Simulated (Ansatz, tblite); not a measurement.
# Ga(H2O)F3 (F₃GaH₂O): rung by rung

Aim: run the singlet of Ga(H2O)F3 (F₃GaH₂O) at one geometry on many levels, and compare frontier levels, spin and run time.

Program: Ansatz 0.2.0, Gaussian basis. Level of theory: as each input shows. These are calculated values, not measurements.

Levels to be run: GFN1-xTB, GFN2-xTB, PBE-D4/def2-TZVP, r2SCAN-D4/def2-TZVP, B2PLYP/def2-TZVP, B97M-V/def2-TZVP, HSE06-D4/def2-TZVP, BHLYP-D4/def2-TZVP, r2SCANh-D4/def2-TZVP, PBE-QIDH/def2-TZVP, revPBE-D4/def2-TZVP, PBE-D4/def2-SVP, PBE0-D4/def2-SVP, HF/6-31G, B3LYP-D4/6-31G, PBE0-D4/def2-TZVPD, PBE-D4/def2-TZVPD, r2SCAN-D4/def2-TZVPD, CCSD(T)/def2-TZVPP, MP2/def2-TZVP, RPA/def2-TZVP.

## Step 1: The structure

The singlet was relaxed beforehand with PBE-D4/def2-SVP.

7 atoms, charge 0, spin multiplicity 1.

Bond lengths: Ga1–O2 2.082 Å, Ga1–F5 1.756 Å, Ga1–F6 1.772 Å, Ga1–F7 1.773 Å, O2–H3 0.983 Å, O2–H4 0.982 Å. Angles: O2–Ga1–F5 109.0°, O2–Ga1–F6 91.6°, O2–Ga1–F7 90.8°, F5–Ga1–F6 119.2°, F5–Ga1–F7 119.2°, F6–Ga1–F7 116.9°, Ga1–O2–H3 101.4°, Ga1–O2–H4 102.3°, H3–O2–H4 105.5°.

Geometry (Å):

```xyz
7
F3GaH2O
Ga    0.18025   -0.06269   -0.85674
O     0.19505    0.03475    1.22260
H    -0.46013   -0.66021    1.45348
H    -0.25748    0.88919    1.39565
F     1.82312   -0.29901   -1.42902
F    -0.55437    1.54559   -0.97702
F    -0.92645   -1.44761   -0.80895
```

PBE0-D4/def2-TZVP was run before; its log isn't repeated, and its numbers join the tables.

## Step 2: GFN1-xTB

Tight binding, by tblite at 300 K electronic temperature and without a spin-polarisation term:

```python
tblite.interface.Calculator('GFN1-xTB', numbers, positions, charge=0, uhf=0).singlepoint()
```

Energy -616.5348 eV, HOMO -13.37 eV, LUMO -7.72 eV; 0.003 s.

## Step 3: GFN2-xTB

Tight binding, by tblite at 300 K electronic temperature and without a spin-polarisation term:

```python
tblite.interface.Calculator('GFN2-xTB', numbers, positions, charge=0, uhf=0).singlepoint()
```

Energy -562.2226 eV, HOMO -13.71 eV, LUMO -8.50 eV; 0.003 s.

## Step 4: PBE-D4/def2-TZVP

start.molden holds the orbitals of an earlier run on this state, given as this run's starting guess.

The input, in.yaml:

```yaml
crystal:
  periodic: [false, false, false]
  atoms:
    - {symbol: Ga, position_ang: [0.180253, -0.062688, -0.856736]}
    - {symbol: O, position_ang: [0.195048, 0.034752, 1.222603]}
    - {symbol: H, position_ang: [-0.460125, -0.660215, 1.453483]}
    - {symbol: H, position_ang: [-0.257478, 0.889195, 1.395651]}
    - {symbol: F, position_ang: [1.823120, -0.299014, -1.429018]}
    - {symbol: F, position_ang: [-0.554370, 1.545590, -0.977019]}
    - {symbol: F, position_ang: [-0.926448, -1.447610, -0.808954]}
basis:
  gaussian: {orbitals: def2-TZVP, initial_orbitals: start.molden}
hamiltonian: {xc: pbe, dispersion: d4}
scf: {omitted_lower_state_checks: [starts]}
output: {orbitals: {seedname: orbitals}}
```

Started as:

```sh
$ ansatz run in.yaml --threads 2 --pin off --events-out ev --progress --plain --max-ram 32768MiB --backend cpu
```

The runs that follow: r2SCAN-D4/def2-TZVP; B2PLYP/def2-TZVP; B97M-V/def2-TZVP; HSE06-D4/def2-TZVP; BHLYP-D4/def2-TZVP; r2SCANh-D4/def2-TZVP; PBE-QIDH/def2-TZVP; revPBE-D4/def2-TZVP; PBE-D4/def2-SVP; PBE0-D4/def2-SVP; HF/6-31G; B3LYP-D4/6-31G; PBE0-D4/def2-TZVPD; PBE-D4/def2-TZVPD; r2SCAN-D4/def2-TZVPD; CCSD(T)/def2-TZVPP; MP2/def2-TZVP; RPA/def2-TZVP.

**Question.** What will the summary of the whole plan be? Wanted: gap in def2-TZVP, named functionals, smallest and largest; correlation energy, CCSD(T)/def2-TZVPP; correlation energy, MP2/def2-TZVP; binding an atom, CCSD(T)/def2-TZVPP; PBE0 total energy, smallest basis above largest.

The runs gave:

```
                                                 quantity                                  value
gap in def2-TZVP, named functionals, smallest and largest  6.47 eV (PBE-D4), 12.43 eV (BHLYP-D4)
                   correlation energy, CCSD(T)/def2-TZVPP                              -34.51 eV
                        correlation energy, MP2/def2-TZVP                              -33.48 eV
                      binding an atom, CCSD(T)/def2-TZVPP                               3.629 eV
          PBE0 total energy, smallest basis above largest        19.65 eV (def2-SVP, def2-TZVPD)
```

In words: Orbital gaps of the named functionals in def2-TZVP span 6.47 eV (PBE-D4) to 12.43 eV (BHLYP-D4); exact exchange widens it. A small miss in a minimal or small basis is a cancelling of errors, not accuracy. The functionals in def2-TZVP miss CCSD(T)/def2-TZVPP by -0.209 (BHLYP-D4) to +0.093 eV (PBE-D4) an atom. The reference is CCSD(T) in one finite basis, so it carries an error of its own, often a tenth of an eV or more, and near misses can't be ranked.
